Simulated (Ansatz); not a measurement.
# Al2InN3: the cost of one run

Method: DFT PBE, scalar-relativistic, plane waves, PAW, in Ansatz 0.2.0.

## 1. The structure to begin with

The structure is tetragonal, space group P4mm (No. 99). Conventional cell: a = 3.294 Å, b = 3.294 Å, c = 8.031 Å, α = 90.00°, β = 90.00°, γ = 90.00°. Al (site symmetry 4mm) is surrounded by 6 N at 2.54 to 2.72 Å and 4 In at 2.65 Å. Al (site symmetry 4mm) is surrounded by 1 In at 2.63 Å and 9 N at 2.69 to 2.73 Å. In (site symmetry 4mm) has 5 Al at 2.63 to 2.65 Å and 5 N at 2.66 Å as nearest neighbours. N (site symmetry 4mm) has 5 N at 2.67 to 2.77 Å and 5 Al at 2.72 to 2.73 Å as nearest neighbours. N (site symmetry 4mm) has 5 Al at 2.54 to 2.69 Å and 4 In at 2.66 Å as nearest neighbours. N (site symmetry 4mm) is surrounded by 1 In at 2.66 Å and 4 N at 2.67 Å and 5 Al at 2.72 to 2.73 Å.

As a file:

```cif
data_structure
_symmetry_space_group_name_H-M 'P4mm'
_symmetry_Int_Tables_number 99
_cell_length_a 3.2943
_cell_length_b 3.2943
_cell_length_c 8.0305
_cell_angle_alpha 90.000
_cell_angle_beta 90.000
_cell_angle_gamma 90.000
_cell_volume 87.15
loop_
_atom_site_label
_atom_site_type_symbol
_atom_site_symmetry_multiplicity
_atom_site_Wyckoff_symbol
_atom_site_fract_x
_atom_site_fract_y
_atom_site_fract_z
_atom_site_occupancy
Al1 Al 1 a 0.00000 0.00000 0.00948 1
Al2 Al 1 b 0.50000 0.50000 0.49382 1
In1 In 1 b 0.50000 0.50000 0.16581 1
N1 N 1 a 0.00000 0.00000 0.67095 1
N2 N 1 a 0.00000 0.00000 0.32576 1
N3 N 1 b 0.50000 0.50000 0.83418 1
```

A structure generator made this guess: species swapped into a database cell of Dy2CuAg3 (P4mm, No. 99), with Al on the Dy sites, In on the Cu sites and N on the Ag sites. Lengths come from tabulated atomic sizes and are only a guess.

## 2. The guess as it stands, on a coarse mesh

File input.yaml:

```yaml
crystal:
  lattice:
    - [3.29430834, 0.0, 0.0]
    - [0.0, 3.29430834, 0.0]
    - [0.0, 0.0, 8.03051181]
  atoms:
    - { symbol: Al, position: [0.0, 0.0, 0.009477] }
    - { symbol: Al, position: [0.5, 0.5, 0.49382401] }
    - { symbol: In, position: [0.5, 0.5, 0.165811] }
    - { symbol: "N", position: [0.0, 0.0, 0.67094803] }
    - { symbol: "N", position: [0.0, 0.0, 0.325762] }
    - { symbol: "N", position: [0.5, 0.5, 0.83417797] }
basis:
  ecutwfc: 420
kpoints:
  mp_grid: { grid: [6, 6, 2] }
hamiltonian:
  xc: pbe
scf:
  occupations: { method: gaussian, width: 0.1 }
  lower_state_search: "off"
output:
  forces: true
  stress: true
  eigenvalues: true
```

The run is started by

```console
> ansatz run input.yaml --threads 1 --pin off --max-ram 2560MiB --backend cpu --events-out ev --progress --plain --runs-dir out
```

**Question.** How long does this run take on 1 thread of AMD EPYC (Zen 3), shared host, and how much memory does it need?

About 5.6 s, with a peak of 0.34 GiB.
